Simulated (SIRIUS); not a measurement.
# GaF (F-43m) in SIRIUS: reference runs

Aim: a first look at GaF with PBE, on the cell as given.

Everything below comes from runs of SIRIUS 7.12.0. Logs are shortened: lines on timing, memory, paths and dates and some standing lists are left out, and cuts for length are marked. The log counts tension as positive stress, the text compression.

## (1) The crystal as given

The structure is cubic, space group F-43m (No. 216). The conventional cell has a = 5.692 Å, b = 5.692 Å, c = 5.692 Å, α = 90.00°, β = 90.00°, γ = 90.00°. Around Ga (site symmetry -43m) lie 4 F at 2.46 Å. F (site symmetry -43m) has 4 Ga at 2.46 Å as nearest neighbours.

The cell was built by a generator and needn't be a form met in nature.

## (2) Single point, PBE

The input, sirius.json:

```json
{
  "control": {
    "processing_unit": "cpu",
    "verbosity": 2,
    "num_bands_to_print": 17,
    "print_forces": true,
    "print_stress": true
  },
  "parameters": {
    "electronic_structure_method": "pseudopotential",
    "xc_functionals": ["XC_GGA_X_PBE", "XC_GGA_C_PBE"],
    "gk_cutoff": 9.2,
    "pw_cutoff": 18.4,
    "ngridk": [8, 8, 8],
    "shiftk": [0, 0, 0],
    "smearing": "fermi_dirac",
    "smearing_width": 0.0018374661,
    "num_bands": 17,
    "num_mag_dims": 0,
    "num_dft_iter": 100,
    "energy_tol": 1e-08,
    "density_tol": 1e-06
  },
  "iterative_solver": {
    "type": "davidson",
    "min_tolerance": 1e-10
  },
  "mixer": {
    "type": "anderson",
    "beta": 0.7,
    "max_history": 8
  },
  "settings": {
    "tol_ne": 1e-10,
    "pseudo_grid_cutoff": 6.5
  },
  "unit_cell": {
    "lattice_vectors": [
      [0.0, 5.378614084955, 5.378614084955],
      [5.378614084955, 0.0, 5.378614084955],
      [5.378614084955, 5.378614084955, 0.0]
    ],
    "atom_coordinate_units": "lattice",
    "atom_types": ["Ga", "F"],
    "atom_files": {
      "Ga": "Ga.json",
      "F": "F.json"
    },
    "atoms": {
      "Ga": [
        [0.25, 0.25, 0.25]
      ],
      "F": [
        [0.0, 0.0, 0.0]
      ]
    }
  }
}
```

Potentials or basis: PseudoDojo 0.4.1 PBE standard (scalar relativistic).

Run with:

```console
$ upf_to_json Ga.upf
$ upf_to_json F.upf
$ OMP_NUM_THREADS=1 sirius.scf --input=sirius.json --output=out.json --task=0
```

Log:

```text
[info] SIRIUS version : 7.12.0
[info] number of MPI ranks           : 1
[info] MPI grid                      : 1 1
[info] maximum number of OMP threads : 1
[fft] FFT context for density and potential
[fft] =====================================
[fft]   comm size                             : 1
[fft]   plane wave cutoff                     : 18.4
[fft]   grid size                             : 48 48 48   total : 110592
[fft]   grid limits                           : -23 24   -23 24   -23 24
[fft]   number of G-vectors within the cutoff : 16372
[fft]   local number of G-vectors             : 16372
[fft]   number of G-shells                    : 884
[fft] FFT context for coarse grid
[fft] =====================================
[fft]   comm size                             : 1
[fft]   plane wave cutoff                     : 18.4
[fft]   grid size                             : 48 48 48   total : 110592
[fft]   grid limits                           : -23 24   -23 24   -23 24
[fft]   number of G-vectors within the cutoff : 16372
[fft]   local number of G-vectors             : 16372
[fft]   number of G-shells                    : 884
[unit cell] lattice vectors
[unit cell]   a1 :       0.0000000000      5.3786140850      5.3786140850
[unit cell]   a2 :       5.3786140850      0.0000000000      5.3786140850
[unit cell]   a3 :       5.3786140850      5.3786140850      0.0000000000
[unit cell] reciprocal lattice vectors
[unit cell]   b1 :      -0.5840896194      0.5840896194      0.5840896194
[unit cell]   b2 :       0.5840896194     -0.5840896194      0.5840896194
[unit cell]   b3 :       0.5840896194      0.5840896194     -0.5840896194
[unit cell] unit cell volume :       311.20111912 [a.u.^3]
[unit cell] 1/sqrt(omega)    :         0.05668647
[unit cell] MT volume        :         0.00000000 ( 0.00%)
[unit cell] IT volume        :       311.20111912 (100.00%)
[unit cell] number of atom types : 2
[unit cell] type id : 0 symbol : Ga mt_radius :  19.010000 num_atoms : 1
[unit cell] type id : 1 symbol :  F mt_radius :   8.310000 num_atoms : 1
[unit cell] total number of atoms : 2
[unit cell] number of symmetry classes : 2
[unit cell] number of PAW atoms : 0
[unit cell] atom id  type id  class id             position                      vector_field
[unit cell] ------------------------------------------------------------------------------------------
[unit cell]      0        0        0      0.25000   0.25000   0.25000      0.00000   0.00000   0.00000
[unit cell]      1        1        1      0.00000   0.00000   0.00000      0.00000   0.00000   0.00000
[unit cell] atom id         position (Cartesian, a.u.)
[unit cell] ---------------------------------------------
[unit cell]      0       2.689307    2.689307    2.689307
[unit cell]      1       0.000000    0.000000    0.000000
[unit cell] class id : 0 atom id : 0
[unit cell] class id : 1 atom id : 1
[unit cell] minimum bond length:     4.658016
[unit cell] total number of pseudo wave-functions: 13
[sym] space group number   : 216
[sym] international symbol : F-43m
[sym] Hall symbol          : F -4 2 3
[sym] space group transformation matrix :
[sym]   0.0000  0.5000  0.5000
[sym]  -0.5000 -0.5000  0.0000
[sym]   0.5000  0.0000  0.5000
[sym] space group origin shift :
[sym]   0.0000  0.0000  0.0000
[sym] number of space group operations  : 24
[sym] number of magnetic group operations : 24
[sym] metric tensor error: 0.0000e+00
[sym] rotation matrix error: 3.3307e-16
[sym] symmetry operations
[... list of symmetry operations ...]
[atom type] label          : Ga
[atom type] --------------------------------------------------------------------------------
[atom type] symbol         : Ga
[atom type] name           :
[atom type] zn             : 13
[atom type] mass           : 0
[atom type] mt_radius      : 19.01
[atom type] num_mt_points  : 1902
[atom type] grid_origin    : 0
[atom type] grid_name      : external
[atom type] number of core electrons    : 0
[... 285 lines left out ...]
[find] +------------------------------+
[diagonalize] iterative solver tolerance (occupied, empty): 1.32036e-07 1.32036e-07
[diagonalize] average number of iterations: 1.93103
[diagonalize] Lowest band energies
[diagonalize] ik:    0   -0.701059   -0.396434   -0.396434   -0.396434   -0.395721   -0.395721   -0.045922   -0.021163   -0.021163   -0.021163    0.338660    0.338660    0.338660    0.464211    0.596956    0.596956    0.596956
[diagonalize] ik:    1   -0.700826   -0.396361   -0.396361   -0.396230   -0.395717   -0.395717   -0.059788   -0.021962   -0.021962   -0.002994    0.306138    0.338702    0.338702    0.493648    0.578122    0.583011    0.583011
[diagonalize] ik:    2   -0.700264   -0.396250   -0.396250   -0.395713   -0.395644   -0.395644   -0.076105   -0.023853   -0.023853    0.024852    0.255270    0.338089    0.338089    0.502283    0.565251    0.565251    0.593572
[diagonalize] ik:    3   -0.699702   -0.396233   -0.396233   -0.395475   -0.395475   -0.395158   -0.086667   -0.025695   -0.025695    0.049485    0.216108    0.336528    0.336528    0.489814    0.556248    0.556248    0.600588
[diagonalize] ik:    4   -0.699469   -0.396245   -0.396245   -0.395386   -0.395386   -0.394917   -0.090294   -0.026444   -0.026444    0.060248    0.200716    0.335631    0.335631    0.485358    0.553934    0.553934    0.594146
[diagonalize] ...
[diagonalize] ik:   24   -0.699221   -0.396099   -0.395851   -0.395554   -0.395445   -0.394867   -0.085042   -0.037413   -0.033479    0.081253    0.211499    0.296531    0.318338    0.429819    0.546436    0.629442    0.727280
[diagonalize] ik:   25   -0.699037   -0.396108   -0.395840   -0.395585   -0.395400   -0.394558   -0.084680   -0.042515   -0.034573    0.092996    0.215007    0.267994    0.313614    0.447015    0.570691    0.605416    0.697549
[diagonalize] ik:   26   -0.699111   -0.396123   -0.395855   -0.395590   -0.395491   -0.394546   -0.084260   -0.043613   -0.032270    0.088233    0.226420    0.256287    0.319895    0.465471    0.569075    0.595685    0.692268
[diagonalize] ik:   27   -0.698963   -0.396152   -0.395714   -0.395493   -0.395341   -0.394688   -0.085983   -0.038907   -0.037361    0.098012    0.196563    0.295384    0.307827    0.415753    0.537726    0.658640    0.722251
[diagonalize] ik:   28   -0.698962   -0.396045   -0.395903   -0.395595   -0.395336   -0.394483   -0.083847   -0.042016   -0.038653    0.098199    0.222345    0.259416    0.298806    0.458653    0.586364    0.591258    0.663749
[find] Charges and magnetic moments
[find] --------------------------------------------------------------------------------
[find] total charge          : 20.000000
[find] Energy
[find] --------------------------------------------------------------------------------
[find] valence_eval_sum               :      -5.51720646
[find] <rho|V^{XC}>                   :     -19.56174318
[find] <rho|E^{XC}>                   :     -26.38526878
[find] <mag|B^{XC}>                   :       0.00000000
[find] <rho|V^{H}>                    :      71.12761681
[find] one-electron contribution      :     -57.08308009 (Ha),    -114.16616019 (Ry)
[find] hartree contribution           :      35.56380841
[find] xc contribution                :     -26.38526878
[find] ewald contribution             :     -53.24105153
[find] PAW contribution               :       0.00000000
[find] smearing (-TS)                 :      -0.00000000
[find] SCF correction                 :       0.00000045
[find] Total energy                   :    -101.14559156 (Ha),    -202.29118312 (Ry)
[find] Free energy (E-TS)             :    -101.14559156 (Ha),    -202.29118312 (Ry)
[find] band gap (eV)                  :       2.28386739
[find] Efermi                         :       0.14093613
[find] iteration : 14, RMS (target) : 5.6411e-07 (1.0000e-06) , energy difference (target) : -8.4412e-12 (1.0000e-08)
[find] bands are converged : true
[find] iterative solver converged : false
[find] converged after 15 SCF iterations!
[find] Charges and magnetic moments
[find] --------------------------------------------------------------------------------
[find] total charge          : 20.000000
[find] Energy
[find] --------------------------------------------------------------------------------
[find] valence_eval_sum               :      -5.51720646
[find] <rho|V^{XC}>                   :     -19.56174318
[find] <rho|E^{XC}>                   :     -26.38526878
[find] <mag|B^{XC}>                   :       0.00000000
[find] <rho|V^{H}>                    :      71.12761681
[find] one-electron contribution      :     -57.08308009 (Ha),    -114.16616019 (Ry)
[find] hartree contribution           :      35.56380841
[find] xc contribution                :     -26.38526878
[find] ewald contribution             :     -53.24105153
[find] PAW contribution               :       0.00000000
[find] smearing (-TS)                 :      -0.00000000
[find] SCF correction                 :       0.00000045
[find] Total energy                   :    -101.14559156 (Ha),    -202.29118312 (Ry)
[find] Free energy (E-TS)             :    -101.14559156 (Ha),    -202.29118312 (Ry)
[find] band gap (eV)                  :       2.28386739
[find] Efermi                         :       0.14093613
[ground_state] === stress tensor components [kbar] ===
[ground_state] === stress_kin ===
[ground_state] -49581.250136    0.000000    0.000000
[ground_state]     0.000000-49581.250136    0.000000
[ground_state]     0.000000    0.000000-49581.250136
[ground_state] === stress_har ===
[ground_state] -11207.363620    0.000000    0.000000
[ground_state]     0.000000-11207.363620    0.000000
[ground_state]     0.000000    0.000000-11207.363620
[ground_state] === stress_ewald ===
[ground_state] 16778.063172    0.000000    0.000000
[ground_state]     0.00000016778.063172   -0.000000
[ground_state]     0.000000   -0.00000016778.063172
[ground_state] === stress_vloc ===
[ground_state]  7279.292825   -0.000000    0.000000
[ground_state]    -0.000000 7279.292825   -0.000000
[ground_state]     0.000000   -0.000000 7279.292825
[ground_state] === stress_xc ===
[ground_state] -6089.867204   -0.000000    0.000000
[ground_state]    -0.000000-6089.867204   -0.000000
[ground_state]     0.000000   -0.000000-6089.867204
[ground_state] === stress_core ===
[ground_state] 12206.894390   -0.000000    0.000000
[ground_state]    -0.00000012206.894390    0.000000
[ground_state]     0.000000    0.00000012206.894390
[ground_state] === stress_nonloc ===
[ground_state] 30614.618682    0.000000    0.000000
[ground_state]     0.00000030614.618682   -0.000000
[ground_state]     0.000000   -0.00000030614.618682
[ground_state] === stress_us_nl ===
[ground_state] 30614.618682    0.000000    0.000000
[ground_state]     0.00000030614.618682   -0.000000
[ground_state]     0.000000   -0.00000030614.618682
[ground_state] === stress_total ===
[ground_state]     0.388108    0.000000    0.000000
[ground_state]     0.000000    0.388108    0.000000
[ground_state]     0.000000    0.000000    0.388108
[ground_state] ==== total Forces in Ha/bohr =====
[ground_state] atom:    0, force:      -0.0000000     -0.0000000      0.0000000
[ground_state] atom:    1, force:      -0.0000000     -0.0000000      0.0000000
[ground_state] ==== ultrasoft contribution from Qij =====
[ground_state] atom:    0, force:       0.0000000      0.0000000      0.0000000
[ground_state] atom:    1, force:       0.0000000      0.0000000      0.0000000
[ground_state] ==== non-local contribution from Beta-projector =====
[ground_state] atom:    0, force:       0.0000000      0.0000000      0.0000000
[ground_state] atom:    1, force:       0.0000000      0.0000000      0.0000000
[ground_state] ==== contribution from local potential =====
[ground_state] atom:    0, force:      -0.0000000      0.0000000      0.0000000
[ground_state] atom:    1, force:       0.0000000      0.0000000      0.0000000
[ground_state] ==== contribution from core density =====
[ground_state] atom:    0, force:       0.0000000      0.0000000      0.0000000
[ground_state] atom:    1, force:      -0.0000000     -0.0000000      0.0000000
[ground_state] ==== Ewald forces from ions =====
[ground_state] atom:    0, force:      -0.0000000     -0.0000000      0.0000000
[ground_state] atom:    1, force:       0.0000000     -0.0000000      0.0000000
[~DFT_ground_state] local op. applied: 15762
[~DFT_ground_state] evp. work count: 3771.13
[~DFT_ground_state] number of iterative solver steps: 980
```

Wall time 29 s (1 thread of Intel Xeon 6975P-C (Granite Rapids), shared host); peak memory 0.34 GiB.

Results:

```yaml
Free_energy: -2752.3118 eV
Pressure: 0.0 GPa
Band_gap_on_the_k_mesh: 2.28 eV
```

A k mesh can miss the band edges.
